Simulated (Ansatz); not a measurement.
# HfBi2O2: the cost of one run

Computed with Ansatz 0.2.0 (DFT PBE, scalar-relativistic, plane waves, PAW, unless a step's input says otherwise).

## 1. The structure to begin with

It takes space group I4/mmm (No. 139, tetragonal). Conventional cell: a = 5.788 Å, b = 5.788 Å, c = 6.810 Å, α = 90.00°, β = 90.00°, γ = 90.00°. Around Hf (site symmetry 4/mmm) lie 4 O at 2.89 Å. Around Bi (site symmetry -4m2) lie 2 O at 1.70 Å. O (site symmetry mmm) has 2 Bi at 1.70 Å as nearest neighbours.

As a file:

```cif
data_structure
_symmetry_space_group_name_H-M 'P 1'
_symmetry_Int_Tables_number 1
_cell_length_a 5.3242
_cell_length_b 5.3242
_cell_length_c 5.3242
_cell_angle_alpha 114.145
_cell_angle_beta 114.145
_cell_angle_gamma 100.481
_cell_volume 114.09
loop_
_atom_site_label
_atom_site_type_symbol
_atom_site_fract_x
_atom_site_fract_y
_atom_site_fract_z
_atom_site_occupancy
Hf1 Hf 0.00000 0.00000 0.00000 1
Bi1 Bi 0.75000 0.25000 0.50000 1
Bi2 Bi 0.25000 0.75000 0.50000 1
O1 O 0.50000 0.00000 0.50000 1
O2 O 0.00000 0.50000 0.50000 1
```

The cell is invented: random cell by space group and Wyckoff sites (I4/mmm, No. 139). Its size is a rough estimate.

## 2. A first look at the guess

File input.yaml:

```yaml
crystal:
  lattice:
    - [-2.8941285, 2.8941285, 3.40517882]
    - [2.8941285, -2.8941285, 3.40517882]
    - [2.8941285, 2.8941285, -3.40517882]
  atoms:
    - { symbol: Hf, position: [0.0, 0.0, 0.0] }
    - { symbol: Bi, position: [0.75, 0.25, 0.5] }
    - { symbol: Bi, position: [0.25, 0.75, 0.5] }
    - { symbol: O, position: [0.5, 0.0, 0.5] }
    - { symbol: O, position: [0.0, 0.5, 0.5] }
basis:
  ecutwfc: 420
kpoints:
  mp_grid: { grid: [4, 4, 4] }
hamiltonian:
  xc: pbe
scf:
  occupations: { method: gaussian, width: 0.1 }
  lower_state_search: "off"
output:
  forces: true
  stress: true
  eigenvalues: true
```

On the command line:

```console
> ansatz run input.yaml --threads 1 --pin off --max-ram 2560MiB --backend cpu --events-out ev --progress --plain --runs-dir out
```

**Question.** How long does this run take on 1 thread of Intel Xeon 6975P-C (Granite Rapids), shared host, and how much memory does it need?

About 2.1 s, with a peak of 0.44 GiB.
